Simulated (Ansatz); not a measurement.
# CH2BrN: a ladder of functionals and wavefunction methods

How much do the methods differ for CH2BrN? The plan is to run it at one geometry with functionals of several rungs and with coupled cluster, and see how far each lands from CCSD(T) at the basis-set limit for the atomisation energy.

The runs use Ansatz 0.2.0, Gaussian basis; functionals in def2-TZVPP, the program's frozen cores in correlated methods.

Plan: LDA (SPW92), PBE-D4, revPBE-D4, BLYP-D4, r2SCAN-D4, B97M-V, PBE0-D4, B3LYP-D4, r2SCANh-D4, r2SCAN0-D4, HSE06-D4, BHLYP-D4, CAM-B3LYP-D4, LC-ωPBE, ωB97X-V, ωB97M-V, B2PLYP, PBE-QIDH; CCSD(T)/def2-SVP; CCSD(T)/def2-TZVPP; MP2/def2-QZVPP; extrapolation to the limit; RPA on PBE.

### Step 1. The relaxed structure

The geometry comes from an earlier relaxation with PBE0-D4 in a triple-zeta def2 set; it is a stationary point.

SMILES `N=CBr`, 5 atoms, charge 0, spin multiplicity 1.

Atoms are counted from 1 here; the program's logs count them from 0.

Bond lengths: N1–C2 1.245 Å, N1–H4 1.020 Å, C2–Br3 1.897 Å, C2–H5 1.090 Å. Angles: C2–N1–H4 110.9°, N1–C2–Br3 120.9°, N1–C2–H5 128.5°, Br3–C2–H5 110.6°.

### Step 2. LDA

This LDA is Slater exchange with PW92 correlation.

Input file in.yaml:

```yaml
crystal:
  periodic: [false, false, false]
  atoms:
    - {symbol: N, position_ang: [-0.868902, -0.440929, 0.229804]}
    - {symbol: C, position_ang: [0.237081, 0.068682, -0.028708]}
    - {symbol: Br, position_ang: [1.728203, -0.210044, 1.109967]}
    - {symbol: H, position_ang: [-1.558590, -0.193267, -0.479533]}
    - {symbol: H, position_ang: [0.512009, 0.701857, -0.872830]}
basis:
  gaussian: {orbitals: def2-TZVPP}
hamiltonian: {xc: lda}
output: {orbitals: {seedname: orbitals}}
```

The run is started by

```sh
> ansatz run in.yaml --threads 2 --pin off --events-out ev --progress --plain --max-ram 4352MiB
```

The runs that follow: PBE-D4 (GGA); revPBE-D4 (GGA); BLYP-D4 (GGA); r2SCAN-D4 (meta-GGA); B97M-V (meta-GGA); B3LYP-D4 (hybrid); r2SCANh-D4 (hybrid); r2SCAN0-D4 (hybrid); HSE06-D4 (hybrid); BHLYP-D4 (hybrid); CAM-B3LYP-D4 (range-separated); LC-ωPBE (range-separated); ωB97X-V (range-separated); ωB97M-V (range-separated); B2PLYP (double hybrid); PBE-QIDH (double hybrid); CCSD(T) in def2-SVP; CCSD(T) in def2-TZVPP; MP2 in def2-QZVPP; RPA on PBE orbitals.

Q: Predict the results of all the runs planned. Wanted: atomisation energy, CCSD(T)/CBS; farthest beyond LDA; mean size of error, GGA; mean size of error, meta-GGA; mean size of error, hybrid; mean size of error, range-separated; mean size of error, double hybrid; gap, smallest and largest; T1 diagnostic.

As calculated:

| quantity | value |
| --- | --- |
| atomisation energy, CCSD(T)/CBS | 1716.7 kJ/mol |
| functionals within 17.2 kJ/mol (1.0 %) | r2SCAN-D4, B97M-V, B3LYP-D4, CAM-B3LYP-D4, LC-ωPBE, ωB97X-V, ωB97M-V, B2PLYP |
| farthest beyond LDA | PBE-D4 (+87.9 kJ/mol) |
| mean size of error, GGA | 51.6 kJ/mol |
| mean size of error, meta-GGA | 2.3 kJ/mol |
| mean size of error, hybrid | 32.9 kJ/mol |
| mean size of error, range-separated | 6.0 kJ/mol |
| mean size of error, double hybrid | 16.6 kJ/mol |
| gap, smallest and largest | 4.90 eV (LDA (SPW92)), 12.60 eV (LC-ωPBE) |
| T1 diagnostic | 0.0103 |
| triples share of the correlation energy | 4.1 % |

**Reading.** LDA overbinds by 323.4 kJ/mol (19 %). PBE-D4 is off by +87.9 kJ/mol. Double hybrids carry the basis error of their MP2 part in triple zeta, and no dispersion term here, so their miss is partly the set-up's. The rungs meta-GGA, range-separated, double hybrid miss on average by less than the doubt on the reference (17.2 kJ/mol), so they tie; GGA functionals have the largest mean beyond LDA (51.6 kJ/mol). The reference freezes the cores and leaves out relativity and excitations past (T), and its outer-core shells are covered unevenly, so misses under about 17.2 kJ/mol can't be ranked. All levels share the lack of spin-orbit coupling, which lowers the free heavy atoms and so the true binding. Hartree-Fock recovers 64 % of the binding; the rest is correlation. CCSD(T) in def2-SVP is off by -125.0 kJ/mol, so the small basis spoils what the method gains. Orbital gaps span 4.9 to 12.6 eV; exact exchange widens them. Correlated methods include outer-core shells of Br, which these sets cover unevenly.
